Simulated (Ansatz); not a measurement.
**AlRh (Pm-3m): frozen displacement of one atom, by script**

Aim: a frozen displacement of one atom, for AlRh (Pm-3m), run from a script.

All numbers are computed with Ansatz 0.2.0 through its Python package. Level of theory: DFT PBEsol, plane waves, PAW.

## (1) The structure

It takes space group Pm-3m (No. 221, cubic). The conventional cell has a = 2.977 Å, b = 2.977 Å, c = 2.977 Å, α = 90.00°, β = 90.00°, γ = 90.00°. Around Al (site symmetry m-3m) lie 8 Rh at 2.58 Å. Rh (site symmetry m-3m) is surrounded by 8 Al at 2.58 Å.

No structure file is read: the coordinates are typed or built in the script.

## (2) The script

Input file alrh.py:

```python
# -*- coding: utf-8 -*-
"""Energy and force of AlRh as one atom is pushed off its site."""

import warnings

import ansatz as az
from ase import Atoms
import numpy as np

CUTOFF_EV = 260
K_LENGTH = 12
SMEARING = "Gaussian"
SMEARING_WIDTH = 0.1
MAX_ITERATIONS = 100


def main():
    warnings.simplefilter("ignore", az.DeckWarning)

    atoms = Atoms(
        ["Al", "Rh"],
        scaled_positions=[
            (0.0, 0.0, 0.0),
            (0.5, 0.5, 0.5),
        ],
        cell=[
            (2.977322, 0.0, 0.0),
            (0.0, 2.977322, 0.0),
            (0.0, 0.0, 2.977322),
        ],
        pbc=True,
    )
    xtal = az.Crystal.from_ase(atoms)

    inverse = np.linalg.inv(np.array(xtal.lattice.vectors))
    home = np.array(xtal.sites[1].position)
    values = np.linspace(-0.2, 0.2, 5)
    energies, pulls = [], []
    for shift in values:
        moved = xtal.move(1, to=home + shift * inverse[2])
        model = (
            moved.calculation()
            .functional(az.Functional.PBESOL)
            .basis(CUTOFF_EV)
            .accuracy("medium")
            .kpoints(length=K_LENGTH)
            .occupations(SMEARING, width=SMEARING_WIDTH)
            .scf(max_iterations=MAX_ITERATIONS)
            .forces()
        )
        data = model.run(threads=1, pin="off").report
        energies.append(data["free_energy_ev"])
        pulls.append(data["forces_ev_ang"][1][2])

    # the force is minus the slope of the free energy
    print("shift (A)   dE (eV)   force along z (eV/A)")
    for shift, e, f in zip(values, energies, pulls):
        print(f"{shift:8.3f} {e - energies[2]:10.5f} {f:12.4f}")
    print(f"stiffness from energies {2 * np.polyfit(values, energies, 2)[0]:.3f}, from forces {-np.polyfit(values, pulls, 1)[0]:.3f} eV/A^2")


if __name__ == "__main__":
    main()
```

## (3) What the engine is handed

The engine receives this input (first run):

```yaml
crystal:
  lattice:
    - [2.977322, 0.0, 0.0]
    - [0.0, 2.977322, 0.0]
    - [0.0, 0.0, 2.977322]
  atoms:
    - { symbol: Al, position: [0.0, 0.0, 0.0] }
    - { symbol: Rh, position: [0.5, 0.5, 0.43282553919260325] }
accuracy: medium
basis:
  ecutwfc: 260.0
kpoints:
  mp_grid:
    grid: [4, 4, 4]
hamiltonian:
  xc: pbesol
scf:
  max_iter: 100
  occupations:
    method: gaussian
    width: 0.1
output:
  forces: true
```

## (4) Launch

Command:

```bash
$ python alrh.py
```

What it wrote:

```text
shift (A)   dE (eV)   force along z (eV/A)
  -0.200    0.11431       1.1582
  -0.100    0.02828       0.5677
   0.000    0.00000       0.0000
   0.100    0.02828      -0.5677
   0.200    0.11431      -1.1582
stiffness from energies 5.724, from forces 5.768 eV/A^2
```

Wall time 2.9 s (1 thread of Arm Neoverse V1, shared host); peak memory 0.32 GiB.

## (5) What changed from run to run

The engine's inputs for some of the other runs:

Run 3, against run 1:

```diff
@@ -8 +8 @@
-    - { symbol: Rh, position: [0.5, 0.5, 0.43282553919260325] }
+    - { symbol: Rh, position: [0.5, 0.5, 0.5] }
```

Run 4, against run 1:

```diff
@@ -8 +8 @@
-    - { symbol: Rh, position: [0.5, 0.5, 0.43282553919260325] }
+    - { symbol: Rh, position: [0.5, 0.5, 0.5335872304036984] }
```

Run 5, against run 1:

```diff
@@ -8 +8 @@
-    - { symbol: Rh, position: [0.5, 0.5, 0.43282553919260325] }
+    - { symbol: Rh, position: [0.5, 0.5, 0.5671744608073968] }
```

Lines on the test bed's own set-up are left out of the output.

A comment line of the script is reworded here; the code is as run.

## (6) The engine's runs

One row for each of the 5 runs:

| run | shift of atom 2 from run 1 (Å) | energy from run 3 (meV/atom) | SCF cycles | CPU time (s) |
| --- | --- | --- | --- | --- |
| 1 | 0.000 | 57.16 | 6 | 0.46 |
| 2 | 0.100 | 14.14 | 6 | 0.34 |
| 3 | 0.200 | 0.00 | 6 | 0.2 |
| 4 | 0.300 | 14.14 | 6 | 0.34 |
| 5 | 0.400 | 57.16 | 6 | 0.34 |

Energies are free energies F = E - TS of the smeared occupations. 

## (7) What came out

```
                                    quantity           value
                               runs compared               5
                             range of energy  57.16 meV/atom
lowest point, shift of atom 2 from run 1 (Å)           0.200
```

Runs 1, 2, 3, 4, 5: each has a cutoff under the recommended one, so what rests on them isn't a property of the system. The curvature of the energy gives 5.724 eV/Å² and the slope of the force 5.768 eV/Å², a positive curvature. Reading the output:
- The cutoff lies under the one recommended for these potentials.
- The run is spin-unpolarised.
- For a metal this mesh is coarse.
- In a metal a curvature from energy changes of a few meV or less hangs on mesh and smearing, in size and even in sign.
- The structure comes from a database of computed cells and needn't be a stable or known phase.
- All periodic images of the atom move with it, so the curvature is one diagonal element of the zone-centre force constants and no normal mode; a positive value doesn't exclude soft modes in which several atoms move.
